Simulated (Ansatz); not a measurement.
This script makes a convergence test of the plane-wave cutoff of Cu, space group P6_3/mmc with the Ansatz DFT code, driven from Python.

`cu.extxyz`
```text
4
Lattice="2.53076403 0.0 0.0 -1.26538201 2.19170594 0.0 0.0 0.0 8.26181508" Properties=species:S:1:pos:R:3 pbc="T T T"
Cu    0.00000000    0.00000000    0.00000000
Cu   -0.00000001    1.46113730    2.06545377
Cu    0.00000000    0.00000000    4.13090754
Cu    1.26538203    0.73056864    6.19636131
```

`cu_ecut.py`
```python
# -*- coding: utf-8 -*-
"""Convergence of Cu with the plane-wave cutoff."""

import warnings

import ansatz as az

KMESH = (10, 10, 3)
BETA = 0.6


def main():
    warnings.simplefilter("ignore", az.DeckWarning)

    structure = az.Crystal.from_extxyz("cu.extxyz")

    base = (
        structure.calculation()
        .kpoints(mesh=KMESH)
        .occupations(az.OccupationsMethod.COLD)
        .mixing("broyden", ndim=4, beta=BETA)
        .functional(az.Functional.LDA)
        .scf(lower_state_search="light")
        .forces()
        .stress()
    )

    rows = []
    for value in [300, 375, 450, 525, 600]:
        summary = base.basis(value).run(threads=1).report
        rows.append((value, summary["free_energy_ev"] / len(summary["lattice"]["sites"]), summary["n_iterations"], sum(summary["stress_gpa"][i][i] for i in range(3)) / 3, max(abs(f) for row in summary["forces_ev_ang"] for f in row), summary["n_pw"]))

    print(" cutoff (eV)   F/atom (eV)    iterations       P (GPa)  max component (eV/A)   plane waves")
    for row in rows:
        print(f"{str(row[0]):>12s}  {row[1]:12.5f}  {row[2]:12d}  {row[3]:12.3f}  {row[4]:20.4f}  {row[5]:12d}")

    # the last row is the reference
    for row in rows[:-1]:
        shift = 1000 * (row[1] - rows[-1][1])
        print(f"{row[0]}: {shift:+.2f} meV/atom" + ("  (within 5 meV)" if abs(shift) < 5 else ""))


if __name__ == "__main__":
    main()
```

How fast does the energy converge with the cutoff (threshold 5 meV an atom)?

From 450 eV on it stays within 5 meV an atom of the value at 600 eV; the first row (300 eV) is off by 304.9 meV and the last but one by 0.19 meV. The energy falls steadily, as expected when plane waves are added. The pressure moves from -5.14 to -8.22 GPa (the program's stress holds a Pulay correction, so it settles early). The last run costs about 2.5 times the first.

What the script printed:

```console
$ python cu_ecut.py
 cutoff (eV)   F/atom (eV)    iterations       P (GPa)  max component (eV/A)   plane waves
         300   -6555.39200            11        -5.137                0.0000           563
         375   -6555.69169             9        -8.141                0.0000           723
         450   -6555.69586            10        -8.199                0.0000          1019
         525   -6555.69670            10        -8.215                0.0000          1255
         600   -6555.69689            10        -8.219                0.0000          1533
300: +304.89 meV/atom
375: +5.20 meV/atom
450: +1.03 meV/atom  (within 5 meV)
525: +0.19 meV/atom  (within 5 meV)
```

What to keep in mind:
- Spin is left out of this run.
- The mesh is modest for a metal, so energies can be off by several to tens of meV an atom and pressures by half a GPa or more; differences at equal mesh fare better.
- Forces vanish by symmetry here and test nothing.
- Pressure is positive in compression.
- This isn't the structure that Cu takes at ambient conditions.
- Shifts are counted from the last row, which is itself no proven limit.
- The script silences the warnings on its input, which a real study should read.
- Hardware and time: 22 s on 1 thread of Arm Neoverse V1, on a shared host, peak memory 0.41 GiB.
